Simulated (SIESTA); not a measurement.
Crystal: Ta3AsAu2O13.

```
CELL_PARAMETERS angstrom
5.72385 -0.00745 -0.00403
1.30279 6.25499 0.00561
0.27574 1.30074 8.36754
ATOMIC_POSITIONS crystal
Ta 0.21713 0.30521 0.58431
Ta 0.03325 0.11123 0.99855
Ta 0.58248 0.62145 0.50482
As 0.58707 0.89691 0.83049
Au 0.58004 0.09228 0.18613
Au 0.04485 0.82077 0.44682
O 0.66201 0.69726 0.71088
O 0.51632 0.13418 0.69625
O 0.85098 0.88773 0.91932
O 0.34466 0.87003 0.94651
O 0.73015 0.29240 0.03095
O 0.24622 0.21809 0.11075
O 0.12900 0.09398 0.49104
O 0.48032 0.38887 0.43499
O 0.05966 0.26685 0.78594
O 0.93330 0.53240 0.45645
O 0.49975 0.85161 0.34971
O 0.25256 0.62988 0.62473
O 0.91878 0.95175 0.22636
```

The cell was built by a generator and needn't be a form met in nature.

Base run:

```yaml
Program: SIESTA 5.4.2
Functional: BLYP
Potentials_or_basis: PseudoDojo 0.4 standard (PBE files)
Basis: DZP (energy shift 0.003 Ry; two zetas on semicore shells)
Grid_cutoff: 800 Ry
Energy_shift: 0.003 Ry
k_mesh: 5 × 5 × 4
Occupations: fermi-dirac, width 0.05 eV
Spin: no spin polarisation
```

Its results: band gap on the k mesh 1.19 eV, indirect (least direct gap 1.23 eV); pressure 8.3 GPa; largest force 1.105 eV/Å.

Q: The run is repeated on the same cell with these changes: functional from BLYP to LDA; potentials or basis from PseudoDojo 0.4 standard (PBE files) to PseudoDojo 0.4 standard (LDA files). What comes out?

A: Band gap on the k mesh 1.10 eV, indirect (least direct gap 1.15 eV); pressure -5.1 GPa; largest force 0.633 eV/Å.

Caveats: short orbitals over semicore shells can move pressures by several GPa; spin-orbit coupling is left out, which moves the levels of the heavy elements; the basis of atomic orbitals isn't converged, which shifts pressures, moduli and gaps; the potentials were made for another functional, which shifts forces and pressure (some runs).
